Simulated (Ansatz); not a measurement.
# C₃H₇AlF₂O: how energies converge with the basis set

An exercise on one series of results from a longer session: the logs are not shown, and one member is left open.

Method: one geometry, several basis sets; program: Ansatz 0.2.0, Gaussian basis.

The runs, in order: PBE0-D4/def2-SVP; ωB97M-V/def2-SVP; PBE0-D4/def2-QZVPP; ωB97M-V/def2-QZVPP; the functionals' def2-TZVPP values are taken from earlier runs.

## The geometry

An earlier PBE0-D4 in a triple-zeta def2 set relaxation fixed the geometry.

SMILES `CC(C)[O][Al]([F])[F]`, 14 atoms, charge 0, spin multiplicity 1.

Atoms are counted from 1 here; the program's logs count them from 0.

Bond lengths: C1–C2 1.516 Å, C1–H8 1.093 Å, C1–H9 1.092 Å, C1–H10 1.095 Å, C2–C3 1.516 Å, C2–O4 1.414 Å, C2–H11 1.097 Å, C3–H12 1.092 Å, C3–H13 1.093 Å, C3–H14 1.095 Å, O4–Al5 1.665 Å, Al5–F6 1.640 Å, Al5–F7 1.635 Å. Angles: C2–C1–H8 110.9°, C2–C1–H9 110.5°, C2–C1–H10 110.4°, H8–C1–H9 108.2°, H8–C1–H10 107.9°, H9–C1–H10 108.7°, C1–C2–C3 112.2°, C1–C2–O4 110.5°, C1–C2–H11 108.7°, C3–C2–O4 110.5°, C3–C2–H11 108.7°, O4–C2–H11 106.0°, C2–C3–H12 110.5°, C2–C3–H13 110.9°, C2–C3–H14 110.4°, H12–C3–H13 108.2°, H12–C3–H14 108.7°, H13–C3–H14 107.9° and more.

Set-up of the first run:

Input file in.yaml:

```yaml
crystal:
  periodic: [false, false, false]
  atoms:
    - {symbol: C, position_ang: [-0.402072, -1.299729, 0.734153]}
    - {symbol: C, position_ang: [0.645499, -0.262089, 0.383311]}
    - {symbol: C, position_ang: [1.059010, -0.335052, -1.072993]}
    - {symbol: O, position_ang: [0.182674, 1.035336, 0.701225]}
    - {symbol: Al, position_ang: [-1.079922, 2.000652, 0.205213]}
    - {symbol: F, position_ang: [-2.176271, 1.525531, -0.918809]}
    - {symbol: F, position_ang: [-1.254148, 3.491281, 0.853622]}
    - {symbol: H, position_ang: [-0.021980, -2.310046, 0.565741]}
    - {symbol: H, position_ang: [-0.689103, -1.214106, 1.784212]}
    - {symbol: H, position_ang: [-1.294243, -1.167059, 0.113531]}
    - {symbol: H, position_ang: [1.530404, -0.429090, 1.009501]}
    - {symbol: H, position_ang: [1.802739, 0.431924, -1.298620]}
    - {symbol: H, position_ang: [1.492710, -1.310139, -1.306840]}
    - {symbol: H, position_ang: [0.191702, -0.186613, -1.724544]}
basis:
  gaussian: {orbitals: def2-SVP}
hamiltonian: {xc: pbe0, dispersion: d4}
output: {orbitals: {seedname: orbitals}}
```

Launch:

```bash
> ansatz run in.yaml --threads 4 --pin off --events-out ev --progress --plain --max-ram 11315MiB
```

Among the steps run: PBE0-D4 in def2-SVP; ωB97M-V in def2-SVP; PBE0-D4 in def2-QZVPP; ωB97M-V in def2-QZVPP.

One of the session's tables, all rows but one given; the rest of the session is left out.

It belongs to the step «Density functionals: the series». 

```
functional       basis  HOMO (eV)
   PBE0-D4    def2-SVP          ?
   PBE0-D4  def2-TZVPP      -8.59
   PBE0-D4  def2-QZVPP      -8.61
   ωB97M-V    def2-SVP     -10.88
   ωB97M-V  def2-TZVPP     -10.99
   ωB97M-V  def2-QZVPP     -11.01
```

**Question.** Estimate the row for PBE0-D4, def2-SVP.

The run gave: HOMO (eV): -8.50. In the column «HOMO (eV)» it is the highest.
